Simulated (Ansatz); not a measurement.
**C3H6BNO: a ladder of functionals and wavefunction methods**

The task here is to estimate one member of a computed series from the others.

The runs use Ansatz 0.2.0, Gaussian basis; functionals in def2-TZVPP, the program's frozen cores in correlated methods.

Levels to be run: PBE-D4, r2SCAN-D4, PBE0-D4, B3LYP-D4, ωB97X-V, ωB97M-V, B2PLYP; CCSD(T)/def2-TZVPP; MP2/def2-QZVPP; extrapolation to the limit.

## The relaxed structure

The geometry comes from an earlier relaxation with PBE0-D4 in a triple-zeta def2 set; it is a stationary point, not always the lowest conformer.

SMILES `CB1COC=N1`, 12 atoms, charge 0, spin multiplicity 1.

Atoms are counted from 1 here; the program's logs count them from 0.

Bond lengths: C1–B2 1.556 Å, C1–H7 1.091 Å, C1–H8 1.098 Å, C1–H9 1.093 Å, B2–C3 1.583 Å, B2–N6 1.450 Å, C3–O4 1.448 Å, C3–H10 1.094 Å, C3–H11 1.094 Å, O4–C5 1.331 Å, C5–N6 1.280 Å, C5–H12 1.089 Å. Angles: B2–C1–H7 114.7°, B2–C1–H8 108.5°, B2–C1–H9 110.9°, H7–C1–H8 107.4°, H7–C1–H9 109.2°, H8–C1–H9 105.7°, C1–B2–C3 129.3°, C1–B2–N6 125.4°, C3–B2–N6 105.3°, B2–C3–O4 102.6°, B2–C3–H10 115.1°, B2–C3–H11 115.4°, O4–C3–H10 107.8°, O4–C3–H11 107.8°, H10–C3–H11 107.6°, C3–O4–C5 105.5°, O4–C5–N6 121.8°, O4–C5–H12 112.7° and more.

As a file:

```xyz
12
C3H6BNO
C    -0.51363   -0.96716    1.51409
B    -0.15654   -0.04506    0.31281
C     0.80125   -0.32459   -0.91619
O     0.68684    0.89435   -1.68925
C    -0.15745    1.66840   -1.01192
N    -0.68801    1.28544    0.08824
H     0.14536   -1.82810    1.63945
H    -1.53158   -1.35042    1.36779
H    -0.54394   -0.39810    2.44735
H     1.85640   -0.46037   -0.66142
H     0.50742   -1.15814   -1.56061
H    -0.32921    2.62865   -1.49633
```

Set-up of the first run:

in.yaml

```yaml
crystal:
  periodic: [false, false, false]
  atoms:
    - {symbol: C, position_ang: [-0.513626, -0.967158, 1.514094]}
    - {symbol: B, position_ang: [-0.156543, -0.045063, 0.312811]}
    - {symbol: C, position_ang: [0.801247, -0.324588, -0.916195]}
    - {symbol: O, position_ang: [0.686843, 0.894350, -1.689249]}
    - {symbol: C, position_ang: [-0.157453, 1.668398, -1.011923]}
    - {symbol: N, position_ang: [-0.688010, 1.285442, 0.088237]}
    - {symbol: H, position_ang: [0.145357, -1.828103, 1.639449]}
    - {symbol: H, position_ang: [-1.531580, -1.350421, 1.367788]}
    - {symbol: H, position_ang: [-0.543943, -0.398100, 2.447350]}
    - {symbol: H, position_ang: [1.856398, -0.460365, -0.661423]}
    - {symbol: H, position_ang: [0.507419, -1.158140, -1.560610]}
    - {symbol: H, position_ang: [-0.329208, 2.628649, -1.496332]}
basis:
  gaussian: {orbitals: def2-TZVPP}
hamiltonian: {xc: pbe, dispersion: d4}
output: {forces: true, orbitals: {seedname: orbitals}}
```

On the command line:

```console
$ ansatz run in.yaml --threads 4 --pin off --events-out ev --progress --plain --max-ram 10444MiB
```

Among the steps run: PBE-D4 (GGA); r2SCAN-D4 (meta-GGA); PBE0-D4 (hybrid); B3LYP-D4 (hybrid); ωB97X-V (range-separated); ωB97M-V (range-separated); B2PLYP (double hybrid); CCSD(T) in def2-TZVPP; MP2 in def2-QZVPP.

One table of the session follows, with a row left open; its other results are not shown here.

It belongs to the step «Atomisation energies». 

```
            method  atoms, summed (eV)  atomisation energy (kcal/mol)
            PBE-D4           -7361.700                         1263.2
         r2SCAN-D4           -7368.155                         1227.6
           PBE0-D4           -7363.484                         1233.9
          B3LYP-D4           -7373.076                         1223.4
           ωB97X-V                   ?                              ?
           ωB97M-V           -7369.476                         1226.7
            B2PLYP           -7366.923                         1210.8
     HF/def2-TZVPP           -7342.367                          876.5
    MP2/def2-TZVPP           -7355.384                         1213.1
   CCSD/def2-TZVPP           -7358.504                         1161.6
CCSD(T)/def2-TZVPP           -7358.844                         1183.4
           MP2/CBS           -7357.737                         1244.0
       CCSD(T)/CBS           -7361.198                         1214.4
```

Estimate the missing values for ωB97X-V.

**Answer.** atoms, summed (eV): -7370.237; atomisation energy (kcal/mol): 1224.1. In the column «atoms, summed (eV)» it lies between B3LYP-D4 (-7373.076) and ωB97M-V (-7369.476).

Limits of these values: Free atoms (3 C, 1 B, 1 O, 1 N, 6 H) were run apart at each level; the atomisation energy is their sum less the molecule, without zero-point or spin-orbit terms.
